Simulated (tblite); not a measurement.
# C3H9ClOSi2: the cost of one run

Computed with tblite 0.8.0 and PySCF 2.14.0, with density-fitted response routines of our own, on a single molecule in the gas phase. Atoms count from 0, in the outputs and in this text.

## (1) Starting geometry

16 atoms, charge 0, multiplicity 1; geometry from: force field or distance geometry start.

Bonds of the start (Å): O0–Si1 1.70, Si1–Si2 2.21, Si2–Cl3 2.10, Si2–C4 1.87, C4–C5 1.50, C5–C6 1.50, C6–C4 1.53, O0–H7 0.99, Si1–H8 1.49, Si1–H9 1.48, Si2–H10 1.48, C4–H11 1.11, C5–H12 1.09, C5–H13 1.11, C6–H14 1.10, C6–H15 1.10.

## (2) Geometry optimisation with GFN2-xTB

Job settings and geometry (Å):

```
{"job": {"kind": "relax", "xc": "GFN2-xTB", "basis": "xTB"}, "charge": 0, "multiplicity": 1}
O      3.123800    -0.292900    -1.196800
Si     2.351100    -0.442500     0.314900
Si     0.468200     0.707700     0.344500
Cl     0.625900     2.080000     1.930400
C     -1.035200    -0.334500     0.735100
C     -2.116300    -0.545000    -0.288000
C     -2.291200     0.533700     0.738400
H      4.076600    -0.560800    -1.185800
H      3.308100     0.035600     1.353600
H      2.036400    -1.870800     0.553900
H      0.280500     1.454800    -0.923900
H     -0.983600    -1.070400     1.567700
H     -2.009100    -0.184100    -1.314400
H     -2.721900    -1.465800    -0.125500
H     -2.910500     0.391000     1.638100
H     -2.210100     1.572800     0.381400
```

Started as:

```sh
$ OMP_NUM_THREADS=1 python probes_run.py task.json out
```

One launch serves the whole session: the jobs run in the order shown.

**Question.** How long does this first job take on 1 thread of Arm Neoverse V2, shared host?

About 1.6 s.
